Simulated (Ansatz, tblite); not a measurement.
# [FeNF4]-: a ladder of methods and basis sets

One table from this session's results is given with a row withheld; the runs are named, their logs left out.

Computed with Ansatz 0.2.0, Gaussian basis. Level: as each input shows.

Levels to be run: GFN1-xTB, GFN2-xTB, PBE-D4/def2-TZVPD, r2SCAN-D4/def2-TZVPD, r2SCANh-D4/def2-TZVPD, r2SCAN0-D4/def2-TZVPD, B97M-V/def2-TZVPD, BLYP-D4/def2-TZVPD, ωB97X-V/def2-TZVPD, PBE+5HF/def2-TZVPD, PBE+10HF/def2-TZVPD, PBE+15HF/def2-TZVPD, PBE+35HF/def2-TZVPD, PBE+50HF/def2-TZVPD, PBE-D4/def2-SVPD, PBE0-D4/def2-SVPD, HF/STO-3G, HF/6-31G, B3LYP-D4/6-31G, CCSD(T)/def2-SVPD, RPA/def2-SVPD.

**The geometry**

The singlet was relaxed beforehand with B3LYP-D4/def2-SVPD.

6 atoms, charge -1, spin multiplicity 1.

Bond lengths: Fe1–N2 1.466 Å, Fe1–F3 1.803 Å, Fe1–F4 1.803 Å, Fe1–F5 1.803 Å, Fe1–F6 1.803 Å. Angles: N2–Fe1–F3 104.9°, N2–Fe1–F4 104.9°, N2–Fe1–F5 104.9°, N2–Fe1–F6 104.9°, F3–Fe1–F4 86.2°, F3–Fe1–F5 150.2°, F3–Fe1–F6 86.2°, F4–Fe1–F5 86.2°, F4–Fe1–F6 150.2°, F5–Fe1–F6 86.2°.

As a file:

```xyz
6

Fe    0.0001   -0.0003    0.0643
N     0.0031   -0.0063    1.5307
F     1.7413    0.0136   -0.4025
F    -0.0128    1.7440   -0.3913
F    -1.7429   -0.0104   -0.3955
F     0.0111   -1.7406   -0.4058
```

Formally the metal is d2. No spin-orbit coupling is included. The ion is computed in the gas phase, without counter-ions or solvent.

PBE0-D4/def2-TZVPD was run before; its log isn't repeated, and its numbers join the tables.

Set-up of the first run:

Tight binding, by tblite at 300 K electronic temperature and without a spin-polarisation term:

```python
tblite.interface.Calculator('GFN1-xTB', numbers, positions, charge=-1, uhf=0).singlepoint()
```

Tight binding, by tblite at 300 K electronic temperature and without a spin-polarisation term:

```python
tblite.interface.Calculator('GFN2-xTB', numbers, positions, charge=-1, uhf=0).singlepoint()
```

start.molden holds the orbitals of an earlier run on this state, given as this run's starting guess.

File in.yaml:

```yaml
crystal:
  periodic: [false, false, false]
  atoms:
    - {symbol: Fe, position_ang: [0.000138, -0.000256, 0.064304]}
    - {symbol: N, position_ang: [0.003114, -0.006325, 1.530747]}
    - {symbol: F, position_ang: [1.741306, 0.013621, -0.402481]}
    - {symbol: F, position_ang: [-0.012774, 1.743957, -0.391298]}
    - {symbol: F, position_ang: [-1.742914, -0.010355, -0.395503]}
    - {symbol: F, position_ang: [0.011140, -1.740641, -0.405760]}
basis:
  gaussian: {orbitals: def2-TZVPD, initial_orbitals: start.molden}
total_charge: -1
hamiltonian: {xc: pbe, dispersion: d4}
scf: {omitted_lower_state_checks: [starts]}
output: {forces: true, orbitals: {seedname: orbitals}}
```

Started as:

```console
> ansatz run in.yaml --threads 4 --pin off --events-out ev --progress --plain --max-ram 3916MiB
```

Steps of the session up to this table: PBE-D4/def2-TZVPD; r2SCAN-D4/def2-TZVPD; r2SCANh-D4/def2-TZVPD; r2SCAN0-D4/def2-TZVPD; B97M-V/def2-TZVPD; BLYP-D4/def2-TZVPD; ωB97X-V/def2-TZVPD; PBE+5HF/def2-TZVPD; PBE+10HF/def2-TZVPD; PBE+15HF/def2-TZVPD; PBE+35HF/def2-TZVPD; PBE+50HF/def2-TZVPD; PBE-D4/def2-SVPD; PBE0-D4/def2-SVPD; HF/STO-3G; HF/6-31G; B3LYP-D4/6-31G; CCSD(T)/def2-SVPD; RPA/def2-SVPD.

One of the session's tables, all rows but one given; the rest of the session is left out.

| level | HOMO (eV) | LUMO (eV) | gap (eV) |
| --- | --- | --- | --- |
| HF/STO-3G | ? | ? | ? |
| HF/6-31G | -9.55 | 2.88 | 12.43 |
| PBE-D4/def2-SVPD | -1.54 | -0.31 | 1.24 |
| PBE-D4/def2-TZVPD | -1.36 | -0.13 | 1.23 |
| BLYP-D4/def2-TZVPD | -1.42 | -0.10 | 1.32 |
| r2SCAN-D4/def2-TZVPD | -1.99 | -0.27 | 1.72 |
| B97M-V/def2-TZVPD | -2.52 | -0.34 | 2.17 |
| r2SCANh-D4/def2-TZVPD | -3.11 | -0.02 | 3.09 |
| B3LYP-D4/6-31G | -3.23 | 0.72 | 3.95 |
| PBE0-D4/def2-SVPD | -4.47 | 0.25 | 4.72 |
| PBE0-D4/def2-TZVPD | -4.29 | 0.48 | 4.77 |
| r2SCAN0-D4/def2-TZVPD | -4.76 | 0.35 | 5.11 |
| ωB97X-V/def2-TZVPD | -7.01 | 2.67 | 9.68 |
| PBE+5HF/def2-TZVPD | -1.95 | -0.01 | 1.94 |
| PBE+10HF/def2-TZVPD | -2.54 | 0.11 | 2.65 |
| PBE+15HF/def2-TZVPD | -3.13 | 0.23 | 3.36 |
| PBE+35HF/def2-TZVPD | -5.44 | 0.72 | 6.15 |
| PBE+50HF/def2-TZVPD | -6.74 | 1.07 | 7.81 |

**Question.** Estimate the row for HF/STO-3G.

**Answer.** HOMO (eV): -3.25; LUMO (eV): 9.35; gap (eV): 12.61. In the column «HOMO (eV)» it lies between PBE0-D4/def2-TZVPD (-4.29) and B3LYP-D4/6-31G (-3.23).
